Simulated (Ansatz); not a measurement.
# Cu: a frozen normal mode

Aim: for Cu, trace the energy along mode 5.

Method: DFT PBEsol, scalar-relativistic, plane waves, PAW, in Ansatz 0.2.0.

## (1) The system as given

It takes space group I4/mmm (No. 139, tetragonal). The conventional cell has a = 2.886 Å, b = 2.886 Å, c = 2.752 Å, α = 90.00°, β = 90.00°, γ = 90.00°. Cu (site symmetry 4/mmm) is surrounded by 10 Cu at 2.46 to 2.75 Å.

Coordinates:

```cif
data_structure
_symmetry_space_group_name_H-M 'P 1'
_symmetry_Int_Tables_number 1
_cell_length_a 2.4611
_cell_length_b 2.4611
_cell_length_c 3.9876
_cell_angle_alpha 87.804
_cell_angle_beta 87.804
_cell_angle_gamma 71.782
_cell_volume 22.92
loop_
_atom_site_label
_atom_site_type_symbol
_atom_site_fract_x
_atom_site_fract_y
_atom_site_fract_z
_atom_site_occupancy
Cu1 Cu 0.00000 0.00000 0.00000 1
Cu2 Cu 0.50000 0.50000 0.50000 1
```

It goes back to an entry of the Materials Project, which need not be the stable form.

The cell is taken as given, not relaxed at this level.

## (2) The reference cell

The cell is repeated 2 times, 2 atoms in all. The reference gives a free energy of -13177.4707 eV, pressure -1.43 GPa, largest force 0.000 eV/Å and gap on the mesh none (metal). It was computed beforehand with the settings of the runs below.

## (3) Next: a frozen normal mode

Mode 5 of the phonon run on this cell, counted from the lowest, is frozen in: each atom moves by x times its row below, so x is the largest displacement.

```
atom     ux      uy     uz
 Cu1  0.000  -1.000  0.000
 Cu2  0.000   1.000  0.000
```

## (4) Point x = -0.300 Å

Contents of input.yaml:

```yaml
crystal:
  lattice:
    - [1.44279332, -1.44279332, -1.37608145]
    - [1.44279332, 1.44279332, -1.37608145]
    - [2.88558664, 0.0, 2.7521629]
  atoms:
    - { symbol: Cu, position: [-0.1039649948, 0.1039649948, 0.0] }
    - { symbol: Cu, position: [0.6039649948, 0.3960350052, 0.5] }
basis:
  ecutwfc: 420
kpoints:
  mp_grid: { grid: [20, 20, 12] }
hamiltonian:
  xc: pbesol
scf:
  occupations: { method: gaussian, width: 0.15 }
output:
  forces: true
  stress: true
  eigenvalues: true
```

Launch:

```sh
ansatz run input.yaml --threads 2 --pin off --max-ram 5120MiB --backend cpu --events-out ev --progress --plain --runs-dir out
```

What it wrote, shortened:

```text
Warning: RAYON_NUM_THREADS=2 ignored (pool sized by the plan → 2); use --threads N
[...]
Pseudopotentials: kind: paw
Pseudopotential: Cu, paw, valence charge 19, recommended cutoff 420 eV (normal), Cu.paw.azcp
Functional definition: PBEsol
[...]
Crystal: 2 atoms, lattice volume = 22.916 Å³
Basis set: ecut = 420 eV, 449 PW (Γ), exchange–correlation on 36×36×54 points (8 copies of the dense FFT grid, shifted against one another)
Bands: 23, of which v1, the nominal top of the filled ones, is band 19 counted from 1 (18 counted from 0)
Symmetry: 4 space group operations
Space group: C2/c (ITA 15), of the structure as read, at distance tolerance 2.8e-5 Å
k-points: 1272 of 4800
[...]
SCF iter   1: F=—  HF=-13176.849094 eV  |F-HF|=—  |Δ(HF+E_count)|=         —  Δρ=2.02e-2  dr2=4.76e-2  ethr=1.77e-3  ⟨swp⟩=5.0  Hψ=107314  notcnv=0
[...]
SCF iter   6: F=-13176.837951 eV  HF=-13176.837951 eV  |F-HF|=4.18e-11  |Δ(HF+E_count)|=   5.38e-9  Δρ=5.90e-7  dr2=6.60e-11  ethr=1.39e-11  ⟨swp⟩=2.4  Hψ=106660  notcnv=0
[...]
SCF converged after 6 iterations
Free energy (F): -13176.837951 eV
[...]
E sigma→0 (E₀):  -13176.834565 eV
Entropy (-TS):   -0.006772 eV (-3.386 meV/atom)
Fermi energy:    17.248702 eV
[...]
--- Forces (eV/Å), atoms counted from 1 ---
  atom   1  Cu     0.00000000    -1.99512902     0.00000000
  atom   2  Cu     0.00000000     1.99512902     0.00000000
[...]
--- Stress (GPa, compression-positive) ---
       18.988164       0.000000      19.086864
        0.000000      -1.873090       0.000000
       19.086864       0.000000      16.107460
  P = ⅓ Tr σ = 11.0742 GPa (110.742 kbar)
--- Band table (eV; the first three rows and the last of 1272) ---
  k-point 0: bands = ["-95.1404", "-95.0939", "-52.8625", "-52.5973", "-52.5681", "-52.5616", "-52.5582", "-52.5379", "7.5991", "12.3428", "13.4420", "13.4811", "13.7135", "14.4035", "14.7509", "15.0231", "15.1569", "15.2504", "15.4176", "16.6945", "22.0530", "35.7613", "36.5388"]
[...]
```

Run time: 18 s. Hardware: 2 threads of Intel Xeon Platinum 8488C (Sapphire Rapids), shared host; peak memory 0.84 GiB.

## (5) x = 0.225 Å

input.yaml: that of step 4 with these lines changed.

```diff
@@ -6,4 +6,4 @@
   atoms:
-    - { symbol: Cu, position: [-0.1039649948, 0.1039649948, 0.0] }
-    - { symbol: Cu, position: [0.6039649948, 0.3960350052, 0.5] }
+    - { symbol: Cu, position: [0.0779737461, -0.0779737461, 0.0] }
+    - { symbol: Cu, position: [0.4220262539, 0.5779737461, 0.5] }
 basis:
```

Launch:

```sh
ansatz run input.yaml --threads 2 --pin off --max-ram 5120MiB --backend cpu --events-out ev --progress --plain --runs-dir out
```

What it wrote, shortened:

```text
[...]
SCF converged after 6 iterations
Free energy (F): -13177.107819 eV
[...]
E sigma→0 (E₀):  -13177.104414 eV
Entropy (-TS):   -0.006810 eV (-3.405 meV/atom)
Fermi energy:    17.241256 eV
[...]
--- Forces (eV/Å), atoms counted from 1 ---
  atom   1  Cu     0.00000000     1.58132130     0.00000000
  atom   2  Cu     0.00000000    -1.58132130     0.00000000
[...]
--- Stress (GPa, compression-positive) ---
       10.238177       0.000000      10.809308
        0.000000      -1.098408       0.000000
       10.809308       0.000000       8.516813
  P = ⅓ Tr σ = 5.8855 GPa (58.855 kbar)
--- Band table (eV; the first three rows and the last of 1272) ---
  k-point 0: bands = ["-95.1183", "-95.0845", "-52.7794", "-52.5950", "-52.5555", "-52.5544", "-52.5511", "-52.5388", "7.5874", "12.1986", "13.3764", "13.7528", "13.8313", "14.2303", "14.9448", "15.0649", "15.1817", "15.2960", "15.5479", "16.6713", "21.9920", "35.2465", "35.7201"]
[...]
```

Wall time 17 s (2 threads of Intel Xeon Platinum 8488C (Sapphire Rapids), shared host); peak memory 0.84 GiB.

## (6) Point x = -0.150 Å

input.yaml: that of step 5 with these lines changed.

```diff
@@ -6,4 +6,4 @@
   atoms:
-    - { symbol: Cu, position: [0.0779737461, -0.0779737461, 0.0] }
-    - { symbol: Cu, position: [0.4220262539, 0.5779737461, 0.5] }
+    - { symbol: Cu, position: [-0.0519824974, 0.0519824974, 0.0] }
+    - { symbol: Cu, position: [0.5519824974, 0.4480175026, 0.5] }
 basis:
```

Launch:

```sh
ansatz run input.yaml --threads 2 --pin off --max-ram 5120MiB --backend cpu --events-out ev --progress --plain --runs-dir out
```

What it wrote, shortened:

```text
Warning: RAYON_NUM_THREADS=2 ignored (pool sized by the plan → 2); use --threads N
[...]
[... 3 set-up lines as earlier in the session ...]
[...]
Crystal: 2 atoms, lattice volume = 22.916 Å³
Basis set: ecut = 420 eV, 449 PW (Γ), exchange–correlation on 36×36×54 points (8 copies of the dense FFT grid, shifted against one another)
Bands: 23, of which v1, the nominal top of the filled ones, is band 19 counted from 1 (18 counted from 0)
[... 2 set-up lines as earlier in the session ...]
k-points: 1272 of 4800
[...]
SCF iter   1: F=—  HF=-13177.320482 eV  |F-HF|=—  |Δ(HF+E_count)|=         —  Δρ=2.15e-2  dr2=5.49e-2  ethr=1.77e-3  ⟨swp⟩=5.1  Hψ=107666  notcnv=0
[...]
SCF iter   6: F=-13177.307942 eV  HF=-13177.307942 eV  |F-HF|=8.55e-11  |Δ(HF+E_count)|=   4.67e-9  Δρ=6.56e-7  dr2=1.11e-10  ethr=2.02e-11  ⟨swp⟩=2.7  Hψ=102437  notcnv=0
[...]
SCF converged after 6 iterations
Free energy (F): -13177.307942 eV
[...]
E sigma→0 (E₀):  -13177.304280 eV
Entropy (-TS):   -0.007323 eV (-3.661 meV/atom)
Fermi energy:    17.232426 eV
[...]
--- Forces (eV/Å), atoms counted from 1 ---
  atom   1  Cu     0.00000000    -1.07819443     0.00000000
  atom   2  Cu     0.00000000     1.07819443     0.00000000
[...]
--- Stress (GPa, compression-positive) ---
        3.757777       0.000000       4.808242
        0.000000      -0.940803       0.000000
        4.808242       0.000000       2.907499
  P = ⅓ Tr σ = 1.9082 GPa (19.082 kbar)
--- Band table (eV; the first three rows and the last of 1272) ---
  k-point 0: bands = ["-95.1016", "-95.0766", "-52.7170", "-52.5904", "-52.5484", "-52.5458", "-52.5449", "-52.5409", "7.5776", "12.1018", "13.2969", "13.9085", "13.9713", "14.1470", "15.0621", "15.0723", "15.2348", "15.2422", "15.7598", "16.6485", "21.9514", "34.8532", "35.0992"]
[...]
```

Run time: 16 s. Hardware: 2 threads of Intel Xeon Platinum 8488C (Sapphire Rapids), shared host; peak memory 0.84 GiB.

## (7) Point x = 0.075 Å

input.yaml: that of step 6 with these lines changed.

```diff
@@ -6,4 +6,4 @@
   atoms:
-    - { symbol: Cu, position: [-0.0519824974, 0.0519824974, 0.0] }
-    - { symbol: Cu, position: [0.5519824974, 0.4480175026, 0.5] }
+    - { symbol: Cu, position: [0.0259912487, -0.0259912487, 0.0] }
+    - { symbol: Cu, position: [0.4740087513, 0.5259912487, 0.5] }
 basis:
```

Launch:

```sh
ansatz run input.yaml --threads 2 --pin off --max-ram 5120MiB --backend cpu --events-out ev --progress --plain --runs-dir out
```

What it wrote, shortened:

```text
Warning: RAYON_NUM_THREADS=2 ignored (pool sized by the plan → 2); use --threads N
[...]
[... 3 set-up lines as earlier in the session ...]
[...]
Crystal: 2 atoms, lattice volume = 22.916 Å³
Basis set: ecut = 420 eV, 449 PW (Γ), exchange–correlation on 36×36×54 points (8 copies of the dense FFT grid, shifted against one another)
Bands: 23, of which v1, the nominal top of the filled ones, is band 19 counted from 1 (18 counted from 0)
[... 2 set-up lines as earlier in the session ...]
k-points: 1272 of 4800
[...]
SCF iter   1: F=—  HF=-13177.442519 eV  |F-HF|=—  |Δ(HF+E_count)|=         —  Δρ=2.17e-2  dr2=5.60e-2  ethr=1.77e-3  ⟨swp⟩=5.1  Hψ=107420  notcnv=0
[...]
SCF iter   6: F=-13177.429785 eV  HF=-13177.429785 eV  |F-HF|=3.64e-11  |Δ(HF+E_count)|=   7.05e-9  Δρ=4.21e-7  dr2=4.28e-11  ethr=2.04e-11  ⟨swp⟩=2.8  Hψ=99268  notcnv=0
[...]
SCF converged after 6 iterations
Free energy (F): -13177.429785 eV
[...]
E sigma→0 (E₀):  -13177.425841 eV
Entropy (-TS):   -0.007888 eV (-3.944 meV/atom)
Fermi energy:    17.236205 eV
[...]
--- Forces (eV/Å), atoms counted from 1 ---
  atom   1  Cu     0.00000000     0.54400585     0.00000000
  atom   2  Cu     0.00000000    -0.54400585     0.00000000
[...]
--- Stress (GPa, compression-positive) ---
       -0.126273       0.000000       1.284909
        0.000000      -1.146551       0.000000
        1.284909       0.000000      -0.464735
  P = ⅓ Tr σ = -0.5792 GPa (-5.792 kbar)
--- Band table (eV; the first three rows and the last of 1272) ---
  k-point 0: bands = ["-95.0918", "-95.0720", "-52.6790", "-52.5871", "-52.5452", "-52.5434", "-52.5408", "-52.5406", "7.5711", "12.0472", "13.2467", "13.9345", "14.0963", "14.1327", "15.0436", "15.1054", "15.2343", "15.3139", "15.8838", "16.6320", "21.9282", "34.6068", "34.7126"]
[...]
```

Wall time 17 s (2 threads of Intel Xeon Platinum 8488C (Sapphire Rapids), shared host); peak memory 0.84 GiB.

## (8) At x = 0.263 Å

input.yaml: that of step 7 with these lines changed.

```diff
@@ -6,4 +6,4 @@
   atoms:
-    - { symbol: Cu, position: [0.0259912487, -0.0259912487, 0.0] }
-    - { symbol: Cu, position: [0.4740087513, 0.5259912487, 0.5] }
+    - { symbol: Cu, position: [0.0909693704, -0.0909693704, 0.0] }
+    - { symbol: Cu, position: [0.4090306296, 0.5909693704, 0.5] }
 basis:
@@ -20 +20,5 @@
   eigenvalues: true
+  write_density: true
+  write_potential: true
+  elf: true
+  volumetric_format: npy
```

Launch:

```sh
ansatz run input.yaml --threads 2 --pin off --max-ram 5120MiB --backend cpu --events-out ev --progress --plain --runs-dir out
```

What it wrote, shortened:

```text
[...]
SCF converged after 6 iterations
Free energy (F): -13176.980677 eV
[...]
E sigma→0 (E₀):  -13176.977303 eV
Entropy (-TS):   -0.006748 eV (-3.374 meV/atom)
Fermi energy:    17.245389 eV
[...]
--- Forces (eV/Å), atoms counted from 1 ---
  atom   1  Cu     0.00000000     1.80461080     0.00000000
  atom   2  Cu     0.00000000    -1.80461080     0.00000000
[...]
--- Stress (GPa, compression-positive) ---
       14.368861       0.000000      14.688818
        0.000000      -1.391998       0.000000
       14.688818       0.000000      12.078079
  P = ⅓ Tr σ = 8.3516 GPa (83.516 kbar)
--- Band table (eV; the first three rows and the last of 1272) ---
  k-point 0: bands = ["-95.1289", "-95.0892", "-52.8187", "-52.5968", "-52.5616", "-52.5576", "-52.5550", "-52.5383", "7.5931", "12.2647", "13.4259", "13.6082", "13.7759", "14.3053", "14.8548", "15.0462", "15.1657", "15.3514", "15.4092", "16.6832", "22.0198", "35.4907", "36.1076"]
[...]
```

Run time: 22 s. Hardware: 2 threads of Intel Xeon Platinum 8488C (Sapphire Rapids), shared host; peak memory 0.81 GiB.

Axes a, b and c in the maps are those of this run's conventional cell (a, b, c = 3.988, 2.886, 3.988 Å).

Density in a lattice plane of the grid's cell (edges 2.89 and 3.99 Å, at 0.000 of the third edge), which holds Cu.

Ten even steps from '0' (0.19 e/Å³) to '9' (61.05 e/Å³):
```
466420000000000001
122100000000000000
000000000000000000
000000000000000000
000000000000000000
000000000000000000
000000000000000000
000000122100000000
000002566410000000
000013799520000000
000002566410000000
000000122100000000
000000000000000000
000000000000000000
000000000000000000
000000000000000000
000000000000000000
122100000000000000
466420000000000001
599731000000000002
```
Columns run along the first of these edges and rows up along the second, over one cell in 18 and 20 even steps from the bottom left corner. Atoms in the plane (fractional): Cu at (0.09, 0.00), Cu at (0.41, 0.50).

ELF in the same plane.

Ten even steps from ' ' (0.15) to '@' (0.91):
```
**%%%%##==..        ....        ..--
--====--::..      ......          ..
  ......        ........            
                ..    ..            
                                    
  ..                            ..  
....        ......              ....
..      ..::--====--..          ....
        ..==##%%%%**--..        ....
      ..::++%%@@@@%%==::          ..
        ..==##%%%%**--..        ....
..      ..::--====--..          ....
....        ......              ....
  ..                            ..  
                                    
                ..    ..            
  ......        ........            
--====--::..      ......          ..
**%%%%##==..        ....        ..--
%%@@@@%%++::..      ..          ::==
```
Columns run along the first of these edges and rows up along the second, over one cell in 18 and 20 even steps from the bottom left corner. Atoms in the plane (fractional): Cu at (0.09, 0.00), Cu at (0.41, 0.50).

Both are smooth fields of the valence electrons: close to the nuclei they are not physical.

## (9) x = 0.188 Å

Contents of input.yaml:

```yaml
crystal:
  lattice:
    - [1.44279332, -1.44279332, -1.37608145]
    - [1.44279332, 1.44279332, -1.37608145]
    - [2.88558664, 0.0, 2.7521629]
  atoms:
    - { symbol: Cu, position: [0.0649781217, -0.0649781217, 0.0] }
    - { symbol: Cu, position: [0.4350218783, 0.5649781217, 0.5] }
basis:
  ecutwfc: 420
kpoints:
  mp_grid: { grid: [20, 20, 12] }
hamiltonian:
  xc: pbesol
scf:
  occupations: { method: gaussian, width: 0.15 }
output:
  forces: true
  stress: true
  eigenvalues: true
```

Launch:

```sh
ansatz run input.yaml --threads 2 --pin off --max-ram 5120MiB --backend cpu --events-out ev --progress --plain --runs-dir out
```

What it wrote, shortened:

```text
[...]
SCF converged after 6 iterations
Free energy (F): -13177.217337 eV
[...]
E sigma→0 (E₀):  -13177.213828 eV
Entropy (-TS):   -0.007019 eV (-3.509 meV/atom)
Fermi energy:    17.236220 eV
[...]
--- Forces (eV/Å), atoms counted from 1 ---
  atom   1  Cu     0.00000000     1.33629561     0.00000000
  atom   2  Cu     0.00000000    -1.33629561     0.00000000
[...]
--- Stress (GPa, compression-positive) ---
        6.680142       0.000000       7.504949
        0.000000      -0.958097       0.000000
        7.504949       0.000000       5.451706
  P = ⅓ Tr σ = 3.7246 GPa (37.246 kbar)
--- Band table (eV; the first three rows and the last of 1272) ---
  k-point 0: bands = ["-95.1092", "-95.0802", "-52.7454", "-52.5928", "-52.5512", "-52.5501", "-52.5477", "-52.5397", "7.5822", "12.1445", "13.3332", "13.8740", "13.8764", "14.1780", "15.0150", "15.0750", "15.2071", "15.2557", "15.6649", "16.6595", "21.9694", "35.0329", "35.3822"]
[...]
```

Run time: 17 s. Hardware: 2 threads of Intel Xeon Platinum 8488C (Sapphire Rapids), shared host; peak memory 0.83 GiB.

## (10) Point x = 0.113 Å

input.yaml: that of step 9 with these lines changed.

```diff
@@ -6,4 +6,4 @@
   atoms:
-    - { symbol: Cu, position: [0.0649781217, -0.0649781217, 0.0] }
-    - { symbol: Cu, position: [0.4350218783, 0.5649781217, 0.5] }
+    - { symbol: Cu, position: [0.038986873, -0.038986873, 0.0] }
+    - { symbol: Cu, position: [0.461013127, 0.538986873, 0.5] }
 basis:
```

Launch:

```sh
ansatz run input.yaml --threads 2 --pin off --max-ram 5120MiB --backend cpu --events-out ev --progress --plain --runs-dir out
```

What it wrote, shortened:

```text
[...]
SCF converged after 6 iterations
Free energy (F): -13177.378889 eV
[...]
E sigma→0 (E₀):  -13177.375058 eV
Entropy (-TS):   -0.007662 eV (-3.831 meV/atom)
Fermi energy:    17.232649 eV
[...]
--- Forces (eV/Å), atoms counted from 1 ---
  atom   1  Cu     0.00000000     0.81284258     0.00000000
  atom   2  Cu     0.00000000    -0.81284258     0.00000000
[...]
--- Stress (GPa, compression-positive) ---
        1.489084       0.000000       2.737294
        0.000000      -1.020325       0.000000
        2.737294       0.000000       0.931073
  P = ⅓ Tr σ = 0.4666 GPa (4.666 kbar)
--- Band table (eV; the first three rows and the last of 1272) ---
  k-point 0: bands = ["-95.0958", "-95.0739", "-52.6949", "-52.5885", "-52.5464", "-52.5427", "-52.5426", "-52.5422", "7.5738", "12.0697", "13.2679", "13.9268", "14.0450", "14.1341", "15.0591", "15.0900", "15.2306", "15.2807", "15.8326", "16.6392", "21.9378", "34.7104", "34.8749"]
[...]
```

Wall time 18 s (2 threads of Intel Xeon Platinum 8488C (Sapphire Rapids), shared host); peak memory 0.84 GiB.

## (11) Point x = 0.037 Å

input.yaml: that of step 10 with these lines changed.

```diff
@@ -6,4 +6,4 @@
   atoms:
-    - { symbol: Cu, position: [0.038986873, -0.038986873, 0.0] }
-    - { symbol: Cu, position: [0.461013127, 0.538986873, 0.5] }
+    - { symbol: Cu, position: [0.0129956243, -0.0129956243, 0.0] }
+    - { symbol: Cu, position: [0.4870043757, 0.5129956243, 0.5] }
 basis:
```

Launch:

```sh
ansatz run input.yaml --threads 2 --pin off --max-ram 5120MiB --backend cpu --events-out ev --progress --plain --runs-dir out
```

What it wrote, shortened:

```text
Warning: RAYON_NUM_THREADS=2 ignored (pool sized by the plan → 2); use --threads N
[...]
[... 3 set-up lines as earlier in the session ...]
[...]
Crystal: 2 atoms, lattice volume = 22.916 Å³
Basis set: ecut = 420 eV, 449 PW (Γ), exchange–correlation on 36×36×54 points (8 copies of the dense FFT grid, shifted against one another)
Bands: 23, of which v1, the nominal top of the filled ones, is band 19 counted from 1 (18 counted from 0)
[... 2 set-up lines as earlier in the session ...]
k-points: 1272 of 4800
[...]
SCF iter   1: F=—  HF=-13177.473231 eV  |F-HF|=—  |Δ(HF+E_count)|=         —  Δρ=2.18e-2  dr2=5.63e-2  ethr=1.77e-3  ⟨swp⟩=5.0  Hψ=106929  notcnv=0
[...]
SCF iter   6: F=-13177.460438 eV  HF=-13177.460438 eV  |F-HF|=2.00e-11  |Δ(HF+E_count)|=   7.70e-9  Δρ=2.90e-7  dr2=1.57e-11  ethr=2.01e-11  ⟨swp⟩=2.8  Hψ=101362  notcnv=0
[...]
SCF converged after 6 iterations
Free energy (F): -13177.460438 eV
[...]
E sigma→0 (E₀):  -13177.456497 eV
Entropy (-TS):   -0.007882 eV (-3.941 meV/atom)
Fermi energy:    17.239731 eV
[...]
--- Forces (eV/Å), atoms counted from 1 ---
  atom   1  Cu     0.00000000     0.27297885     0.00000000
  atom   2  Cu     0.00000000    -0.27297885     0.00000000
[...]
--- Stress (GPa, compression-positive) ---
       -1.093350       0.000000       0.425352
        0.000000      -1.253551       0.000000
        0.425352       0.000000      -1.298400
  P = ⅓ Tr σ = -1.2151 GPa (-12.151 kbar)
--- Band table (eV; the first three rows and the last of 1272) ---
  k-point 0: bands = ["-95.0895", "-95.0710", "-52.6695", "-52.5863", "-52.5447", "-52.5442", "-52.5396", "-52.5396", "7.5694", "12.0340", "13.2337", "13.9368", "14.1264", "14.1352", "15.0324", "15.1133", "15.2388", "15.3357", "15.9142", "16.6275", "21.9225", "34.5439", "34.6143"]
[...]
```

Run time: 18 s. Hardware: 2 threads of Intel Xeon Platinum 8488C (Sapphire Rapids), shared host; peak memory 0.84 GiB.

## (12) The scan collected

Collected from the runs (energy zero: the undisturbed cell):

```csv
x (Å),ΔE (meV/cell),force along the mode (eV/Å),pressure (GPa)
-0.300,632.7,3.990,11.1
-0.150,162.7,2.156,1.9
0.000,0.0,0.000,-1.4
0.037,10.2,-0.546,-1.2
0.075,40.9,-1.088,-0.6
0.113,91.8,-1.626,0.5
0.188,253.3,-2.673,3.7
0.225,362.9,-3.163,5.9
0.263,490.0,-3.609,8.4
```

Not run, since symmetry makes them alike: 0.300 repeats -0.300, -0.225 repeats 0.225, 0.150 repeats -0.150, -0.075 repeats 0.075. Energy, pressure and gap are the same there.

## (13) What came out

| quantity | value |
| --- | --- |
| harmonic wavenumber of the mode | 177 cm⁻¹ |
| the same from the force at an amplitude of 0.037 Å | 177 cm⁻¹ |

What this shows: The force at the smallest amplitude gives 177 cm⁻¹ against 177 cm⁻¹ from the phonon run, so the curve is close to a parabola there. No sampled point lies below the undisturbed cell.
